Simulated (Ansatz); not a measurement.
**C₂H₅ClFNSi: how energies converge with the basis set**

Aim: see how fast density functionals converge with the basis set for C₂H₅ClFNSi.

The runs use Ansatz 0.2.0, Gaussian basis; one geometry, several basis sets.

Plan: PBE0-D4/def2-SVP; ωB97M-V/def2-SVP; PBE0-D4/def2-QZVPP; ωB97M-V/def2-QZVPP; the functionals' def2-TZVPP values are taken from earlier runs.

### 1 The relaxed structure

An earlier PBE0-D4 in a triple-zeta def2 set relaxation fixed the geometry.

SMILES `C=C[Si](N)(F)Cl`, 11 atoms, charge 0, spin multiplicity 1.

Atoms are counted from 1 here; the program's logs count them from 0.

Bond lengths: C1–C2 1.331 Å, C1–H7 1.086 Å, C1–H8 1.086 Å, C2–Si3 1.839 Å, C2–H9 1.088 Å, Si3–N4 1.694 Å, Si3–F5 1.592 Å, Si3–Cl6 2.058 Å, N4–H10 1.008 Å, N4–H11 1.007 Å. Angles: C2–C1–H7 122.0°, C2–C1–H8 121.4°, H7–C1–H8 116.5°, C1–C2–Si3 122.0°, C1–C2–H9 119.0°, Si3–C2–H9 119.0°, C2–Si3–N4 111.6°, C2–Si3–F5 112.4°, C2–Si3–Cl6 107.3°, N4–Si3–F5 105.7°, N4–Si3–Cl6 114.8°, F5–Si3–Cl6 105.0°, Si3–N4–H10 119.1°, Si3–N4–H11 120.4°, H10–N4–H11 111.4°.

### 2 PBE0-D4 in def2-SVP

Input file in.yaml:

```yaml
crystal:
  periodic: [false, false, false]
  atoms:
    - {symbol: C, position_ang: [-1.133710, -1.249615, 0.740047]}
    - {symbol: C, position_ang: [-1.158891, 0.033698, 0.388570]}
    - {symbol: Si, position_ang: [0.354104, 0.922952, -0.161016]}
    - {symbol: N, position_ang: [1.588552, -0.153476, -0.594631]}
    - {symbol: F, position_ang: [0.967887, 1.842375, 0.984150]}
    - {symbol: Cl, position_ang: [-0.210861, 2.229564, -1.646813]}
    - {symbol: H, position_ang: [-2.028306, -1.778097, 1.057003]}
    - {symbol: H, position_ang: [-0.210831, -1.821943, 0.727347]}
    - {symbol: H, position_ang: [-2.104916, 0.569711, 0.415238]}
    - {symbol: H, position_ang: [2.547403, 0.151216, -0.536959]}
    - {symbol: H, position_ang: [1.455067, -0.803287, -1.352337]}
basis:
  gaussian: {orbitals: def2-SVP}
hamiltonian: {xc: pbe0, dispersion: d4}
output: {orbitals: {seedname: orbitals}}
```

Launch:

```console
$ ansatz run in.yaml --threads 4 --pin off --events-out ev --progress --plain --max-ram 10444MiB
```

Further steps of the session: ωB97M-V in def2-SVP; PBE0-D4 in def2-QZVPP; ωB97M-V in def2-QZVPP.

Q: Predict the results of all the runs planned. Wanted: PBE0-D4: double and triple zeta above quadruple; ωB97M-V: double and triple zeta above quadruple.

As calculated:

| quantity | value |
| --- | --- |
| PBE0-D4: double and triple zeta above quadruple | 15.99, 1.01 eV |
| ωB97M-V: double and triple zeta above quadruple | 16.13, 0.95 eV |

PBE0-D4 gains 14.98 eV from double to triple zeta, then 1.01 eV more. Total energies overstate the basis error of differences, where much of it tends to cancel.
